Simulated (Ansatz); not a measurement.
# BClH₃NO: small, medium and large basis sets

One table from this session's results is given with a row withheld; the runs are named, their logs left out.

Method: one geometry, several basis sets; program: Ansatz 0.2.0, Gaussian basis.

Plan: PBE0-D4/def2-SVP; ωB97M-V/def2-SVP; PBE0-D4/def2-QZVPP; ωB97M-V/def2-QZVPP; the functionals' def2-TZVPP values are taken from earlier runs.

## Structure used throughout

An earlier PBE0-D4 in a triple-zeta def2 set relaxation fixed the geometry.

SMILES `NB(O)Cl`, 7 atoms, charge 0, spin multiplicity 1.

Atoms are counted from 1 here; the program's logs count them from 0.

Bond lengths: N1–B2 1.393 Å, N1–H5 1.002 Å, N1–H6 1.005 Å, B2–O3 1.360 Å, B2–Cl4 1.788 Å, O3–H7 0.959 Å. Angles: B2–N1–H5 122.9°, B2–N1–H6 121.7°, H5–N1–H6 115.4°, N1–B2–O3 120.7°, N1–B2–Cl4 119.3°, O3–B2–Cl4 120.0°, B2–O3–H7 113.0°.

Set-up of the first run:

in.yaml reads:

```yaml
crystal:
  periodic: [false, false, false]
  atoms:
    - {symbol: N, position_ang: [-0.520071, 0.976202, -0.014398]}
    - {symbol: B, position_ang: [0.060936, -0.288149, -0.083322]}
    - {symbol: O, position_ang: [1.096955, -0.622560, 0.732371]}
    - {symbol: Cl, position_ang: [-0.570041, -1.477072, -1.260417]}
    - {symbol: H, position_ang: [-1.284223, 1.257259, -0.599127]}
    - {symbol: H, position_ang: [-0.194348, 1.671720, 0.633394]}
    - {symbol: H, position_ang: [1.410792, -1.517411, 0.591488]}
basis:
  gaussian: {orbitals: def2-SVP}
hamiltonian: {xc: pbe0, dispersion: d4}
output: {orbitals: {seedname: orbitals}}
```

Among the steps run: PBE0-D4 in def2-SVP; ωB97M-V in def2-SVP; PBE0-D4 in def2-QZVPP; ωB97M-V in def2-QZVPP.

One of the session's tables, all rows but one given; the rest of the session is left out.

It belongs to the step «Functionals by basis». 

```
functional       basis  HOMO (eV)  LUMO (eV)
   PBE0-D4    def2-SVP      -7.81       1.76
   PBE0-D4  def2-TZVPP      -8.09       0.79
   PBE0-D4  def2-QZVPP          ?          ?
   ωB97M-V    def2-SVP     -10.15       3.38
   ωB97M-V  def2-TZVPP     -10.45       2.13
   ωB97M-V  def2-QZVPP     -10.51       1.66
```

Estimate the missing values for PBE0-D4, def2-QZVPP.

**Answer.** HOMO (eV): -8.14; LUMO (eV): 0.48. In the column «HOMO (eV)» it lies between ωB97M-V, def2-SVP (-10.15) and PBE0-D4, def2-TZVPP (-8.09).
